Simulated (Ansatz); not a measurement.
Working through a formation energy from the elements of OsRu and its elements

Program: Ansatz 0.2.0 through its Python package.

`osru_osru.xyz`
```text
2
Lattice="2.72701046 0.0 0.0 -1.36350523 2.36166033 0.0 0.0 0.0 4.30032006" Properties=species:S:1:pos:R:3 pbc="T T T"
Ru   -0.00000001    1.57444023    0.00000000
Os    1.36350524    0.78722010    2.15016003
```

Input file `osru_ru.extxyz`:
```text
2
Lattice="2.7058 0.0 0.0 -1.3529 2.34329154 0.0 0.0 0.0 4.2819" Properties=species:S:1:pos:R:3 pbc="T T T"
Ru   -0.00000000    1.56219436    1.07047500
Ru    1.35290000    0.78109718    3.21142500
```

Contents of `osru_os.cif`:
```cif
data_Os
_cell_length_a 2.734100
_cell_length_b 2.734100
_cell_length_c 4.319700
_cell_angle_alpha 90.00000
_cell_angle_beta 90.00000
_cell_angle_gamma 120.00000
_symmetry_space_group_name_H-M 'P 1'
_symmetry_Int_Tables_number 1
loop_
_symmetry_equiv_pos_as_xyz
'x, y, z'
loop_
_atom_site_label
_atom_site_type_symbol
_atom_site_fract_x
_atom_site_fract_y
_atom_site_fract_z
Os1 Os    0.333333    0.666667    0.250000
Os2 Os    0.666667    0.333333    0.750000
```

Interactive session:
```pycon
>>> from collections import Counter
>>> import ansatz as az
>>> from ase.io import read
>>> import numpy as np
>>> def compute(name, crystal):
...     calc = (
...         crystal.calculation()
...         .functional("PBEsol")
...         .basis(38 * az.Ry)
...         .kpoints(spacing=0.27)
...         .occupations("fermi_dirac", width=0.1)  # smearing steadies the SCF of a metal
...         .stress()  # GPa
...     )
...     calc = calc.relax(force_tolerance=0.02, max_steps=40, cell=True)
...     return calc.run(threads=1, pin="off")
...
>>> def counts(outcome):
...     return Counter(site.symbol for site in outcome.lattice.sites)
...
>>> def formation_energy(outcome, mu):
...     n = counts(outcome)
...     return (outcome.report["energy_sigma0_ev"] - sum(k * mu[element] for element, k in n.items())) / sum(n.values())
...
>>> def volume_per_atom(outcome):
...     return abs(np.linalg.det(outcome.lattice.cell_ang)) / len(outcome.lattice.sites)
...
>>> phases = {}
>>> osru = az.Crystal.from_extxyz("osru_osru.xyz")
>>> phases["OsRu"] = osru
>>> ru = az.Crystal.from_extxyz("osru_ru.extxyz")
>>> phases["Ru"] = ru
>>> atoms = read("osru_os.cif")
>>> os = az.Crystal.from_ase(atoms)
>>> phases["Os"] = os
>>> done = {name: compute(name, crystal) for name, crystal in phases.items()}
DeckWarning: the atoms were moved onto the symmetric positions of the space group found under crystal.symmetry.tolerance 1.0e-5 (fractional; no operation is sought that the atoms, as they stand in a [...]
>>> # energy of one atom in its reference phase
>>> references = {"Ru": "Ru", "Os": "Os"}
>>> mu = {element: done[name].report["energy_sigma0_ev"] / len(done[name].lattice.sites) for element, name in references.items()}
>>> target = done["OsRu"]
>>> heat = formation_energy(target, mu)
>>> rows = [(name, len(o.lattice.sites), volume_per_atom(o), formation_energy(o, mu)) for name, o in done.items()]
>>> print("| phase | atoms | V (A^3/atom) | E_form (eV/atom) |")
| phase | atoms | V (A^3/atom) | E_form (eV/atom) |
>>> print("| --- | --- | --- | --- |")
| --- | --- | --- | --- |
>>> for row in rows:
...     print(f"| {row[0]} | {row[1]:d} | {row[2]:.3f} | {row[3]:.4f} |")
...
| OsRu | 2 | 13.618 | -0.0105 |
| Ru | 2 | 13.335 | 0.0000 |
| Os | 2 | 13.902 | 0.0000 |
```

Notes:
- Spin is left out of this run.
- For the metals among these phases the mesh is modest: differences between phases can be off by up to 40 meV an atom.
- Spin-orbit coupling, which matters for elements this heavy, is left out.
- The cells come from databases of deposited and of computed structures, and not all need be stable phases.
- Warnings are shown shortened and without file and line.
- The compound is the structure given, not necessarily its lowest; energies are at zero temperature, with no correction for gases. A semilocal functional's error on such energies is often 0.05 to 0.1 eV an atom, and 0.1 to 0.3 eV against gases such as O2 or F2.
- The whole script took 37 s on 1 thread of Arm Neoverse V1, on a shared host, peak memory 0.49 GiB.

(Lines on the test bed's own set-up are left out of the output.)
